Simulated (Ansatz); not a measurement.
**CH3BF3Ge+ (SMILES [CH3][Ge+]([F])[B](F)F): levels of theory compared**

Aim: a comparison of 6 runs (HF/STO-3G, PBE/def2-SVP, SVWN5/def2-SVP, revPBE/def2-SVP, MP2/def2-SVP, CCSD/def2-SVP) of CH3BF3Ge+. 

The calculation is run with Ansatz 0.2.0.

1 further run of the same task is left out (set aside as unsound or not needed).

### 1 The system as given

The species is CH3BF3Ge+ (9 atoms), meant as a singlet with charge +1. As SMILES, `[CH3][Ge+]([F])[B](F)F`. The C1–H8 distance was set to 1.974 Å, away from the relaxed value. At this shape a bond of the SMILES string is far longer than usual.

Bond lengths: C1–Ge2 2.003 Å, Ge2–F3 1.729 Å, Ge2–B4 2.228 Å, B4–F5 1.274 Å, B4–F6 1.276 Å, C1–H7 1.092 Å, C1–H9 1.097 Å. Angles: C1–Ge2–F3 103.8°, C1–Ge2–B4 154.9°, F3–Ge2–B4 101.3°, Ge2–B4–F5 115.3°, Ge2–B4–F6 119.5°, F5–B4–F6 125.2°, Ge2–C1–H7 111.8°, Ge2–C1–H9 107.2°, H7–C1–H9 110.7°.

### 2 A single-point energy at HF/STO-3G (run 1)

The input, job.yaml:

```yaml
crystal:
  periodic: [false, false, false]
  atoms:
    - {symbol: C, position_ang: [-1.478473, -0.643256, 0.672597]}
    - {symbol: Ge, position_ang: [0.477087, -0.208266, 0.691747]}
    - {symbol: F, position_ang: [0.514307, 1.520594, 0.672197]}
    - {symbol: B, position_ang: [2.652227, -0.691346, 0.721517]}
    - {symbol: F, position_ang: [3.433137, 0.314074, 0.779407]}
    - {symbol: F, position_ang: [3.025687, -1.911216, 0.679617]}
    - {symbol: H, position_ang: [-1.654193, -1.719566, 0.617337]}
    - {symbol: H, position_ang: [-2.263930, 0.280640, -0.885140]}
    - {symbol: H, position_ang: [-1.913073, -0.226676, 1.589407]}
basis:
  gaussian: {orbitals: STO-3G}
total_charge: 1
hamiltonian: {xc: hf}
accuracy: high
output: {orbitals: {seedname: orbitals}}
```

On the command line:

```bash
ansatz run job.yaml --threads 1 --pin off --max-ram 2610MiB --events-out events.jsonl --progress --plain --runs-dir runs
```

Output:

```text
Warning: RAYON_NUM_THREADS=1 ignored (pool sized by the plan → 1); use --threads N
Functional definition: HF
  name "HF"
  exchange = exact_x
  correlation = 0
834 factors; integrals over basis functions are off by at most 5.4e-8 eV
mean field evaluation 1: about -65548.6869 eV, gradient 3.8e1 eV
mean field evaluation 2: about -65548.8033 eV, gradient 3.8e1 eV
mean field evaluation 4: about -65555.1638 eV, gradient 3.1e0 eV
mean field evaluation 8: about -65555.2185 eV, gradient 2.0e-1 eV
mean field -65555.21908848 eV, -2409.1098665782 hartree, gradient 1.4e-8 eV, S^2 0.000000; 0 other end points of the search recorded, 0 dependent functions left out
reference -65555.21908848 eV, -2409.1098665782 hartree; 36, 36 occupied and 10, 10 virtual orbitals, 834 factors
Total energy: -65555.21908848 eV, -2409.1098665782 hartree
```

Wall time 0.58 s (1 thread of Intel Xeon 6975P-C (Granite Rapids), shared host); peak memory 0.12 GiB.

### 3 A single-point energy at PBE/def2-SVP (run 2)

The input, input.yaml:

```yaml
basis:
  gaussian: {orbitals: def2-SVP}
crystal:
  periodic: [false, false, false]
  atoms:
    - symbol: C
      position_ang: [-1.478473, -0.643256, 0.672597]
    - symbol: Ge
      position_ang: [0.477087, -0.208266, 0.691747]
    - symbol: F
      position_ang: [0.514307, 1.520594, 0.672197]
    - symbol: B
      position_ang: [2.652227, -0.691346, 0.721517]
    - symbol: F
      position_ang: [3.433137, 0.314074, 0.779407]
    - symbol: F
      position_ang: [3.025687, -1.911216, 0.679617]
    - symbol: H
      position_ang: [-1.654193, -1.719566, 0.617337]
    - symbol: H
      position_ang: [-2.263930, 0.280640, -0.885140]
    - symbol: H
      position_ang: [-1.913073, -0.226676, 1.589407]
total_charge: 1
magnetization: {spin_polarized: false, initial_magnetization: 0}
hamiltonian: {xc: pbe}
accuracy: high
output: {orbitals: {seedname: orbitals}}
```

On the command line:

```bash
ansatz run input.yaml --threads 1 --pin off --max-ram 2610MiB --events-out events.jsonl --progress --plain --runs-dir runs
```

Output:

```text
Warning: RAYON_NUM_THREADS=1 ignored (pool sized by the plan → 1); use --threads N
Functional definition: PBE
  name "PBE"
  parameter kappa = 0.804
  parameter beta = 0.06672455060314922
  exchange = pbe_x(kappa = kappa, mu = beta*pi^2/3)
  correlation = pbe_c(beta = beta)
2536 factors; integrals over basis functions are off by at most 2.2e-8 eV
mean field evaluation 1: about -66367.8801 eV, gradient 1.1e2 eV
mean field evaluation 2: about -66233.4170 eV, gradient 2.6e2 eV
mean field evaluation 4: about -66387.0372 eV, gradient 3.1e1 eV
mean field evaluation 8: about -66389.9949 eV, gradient 5.5e-1 eV
mean field evaluation 16: about -66389.9927 eV, gradient 2.6e-3 eV
mean field -66389.99274943 eV, -2439.7872327881 hartree, gradient 6.2e-8 eV, S^2 0.000000; 0 other end points of the search recorded, 0 dependent functions left out
reference -66389.99275323 eV, -2439.7872329280 hartree; 36, 36 occupied and 81, 81 virtual orbitals, 2536 factors
Total energy: -66389.99275323 eV, -2439.7872329280 hartree
```

Run time: 6.3 s. Hardware: 1 thread of Intel Xeon 6975P-C (Granite Rapids), shared host; peak memory 0.34 GiB.

Runs 3 to 5 aren't shown in full; the table further down has their settings and results.

### 4 The energy at CCSD/def2-SVP (run 6)

The input, input.yaml:

```yaml
crystal:
  periodic: [false, false, false]
  atoms:
    - {symbol: C, position_ang: [-1.478473, -0.643256, 0.672597]}
    - {symbol: Ge, position_ang: [0.477087, -0.208266, 0.691747]}
    - {symbol: F, position_ang: [0.514307, 1.520594, 0.672197]}
    - {symbol: B, position_ang: [2.652227, -0.691346, 0.721517]}
    - {symbol: F, position_ang: [3.433137, 0.314074, 0.779407]}
    - {symbol: F, position_ang: [3.025687, -1.911216, 0.679617]}
    - {symbol: H, position_ang: [-1.654193, -1.719566, 0.617337]}
    - {symbol: H, position_ang: [-2.263930, 0.280640, -0.885140]}
    - {symbol: H, position_ang: [-1.913073, -0.226676, 1.589407]}
basis:
  gaussian: {orbitals: def2-SVP}
total_charge: 1
correlation: {method: ccsd, frozen_orbitals: {B: 1, C: 1, F: 1, Ge: 9, H: 0}}
accuracy: high
scf: {omitted_lower_state_checks: [cluster_reference, increment]}
```

On the command line:

```bash
ansatz run input.yaml --threads 1 --pin off --max-ram 2610MiB --events-out events.jsonl --progress --plain --runs-dir runs
```

Output, shortened:

```text
Warning: RAYON_NUM_THREADS=1 ignored (pool sized by the plan → 1); use --threads N
[... 2 set-up lines as earlier in the session ...]
[...]
2536 factors; integrals over basis functions are off by at most 2.2e-8 eV
[...]
mean field -66317.99077022 eV, -2437.1412088569 hartree, gradient 1.7e-8 eV, S^2 0.000000; 0 other end points of the search recorded, 0 dependent functions left out; unrestricted orbitals would lower it
14 core orbitals not correlated: weight in the atoms' cores, before any rotation towards them, 1.000 or more for the frozen orbitals, at most 0.000 for the correlated occupied ones
reference -66317.99077022 eV, -2437.1412088569 hartree; 22, 22 occupied and 81, 81 virtual orbitals, 2536 factors
second order -27.03222336 eV of doubles, -0.00000000 eV of singles
cycle   1  -26.69731258 eV  change    3.3e-1 eV  update   1.5e-1
[...]
cycle  26  -27.74289491 eV  change  -5.0e-10 eV  update   3.0e-9
Total energy: -66345.73366513 eV, -2438.1607414401 hartree
Checks for a lower state left out: cluster_reference, increment
```

Wall time 55 s (1 thread of Intel Xeon 6975P-C (Granite Rapids), shared host); peak memory 1.1 GiB.

### 5 The series

```csv
run,level,frozen core orbitals,energy (Eh),HOMO energy (eV),LUMO energy (eV),HOMO–LUMO gap (eV),wall time
1,HF/STO-3G,–,-2409.109867,-13.60,-2.82,10.78,0.58 s
2,PBE/def2-SVP,–,-2439.787233,-12.83,-9.74,3.09,6.3 s
3,SVWN5/def2-SVP,–,-2434.787648,-12.96,-9.91,3.04,4.2 s
4,revPBE/def2-SVP,–,-2440.197825,-12.79,-9.67,3.12,5.7 s
5,MP2/def2-SVP,14,-2438.134625,–,–,–,6.3 s
6,CCSD/def2-SVP,14,-2438.160741,–,–,–,55 s
```

### 6 Outcome

| quantity | value |
| --- | --- |
| run 6: total energy | -2438.16074 Eh |
| run 6: correlation energy (14 core orbitals frozen) | -1019.5 mEh |
| run 6: T1 diagnostic | 0.017 |

In words: Over runs 1, 2, 3, 4 the HOMO–LUMO gap runs from 3.04 eV (SVWN5/def2-SVP) to 10.78 eV (HF/STO-3G). The two ends differ in method and basis. Totals of different functionals can't be ranked against each other. In runs 5, 6 the log says that unrestricted orbitals would lower the reference, so the values rest on an unstable closed-shell determinant (other closed-shell runs at this shape may share the fault). In run 1 the basis is minimal, so the values are rough. All runs together took 78 s, the longest 55 s.
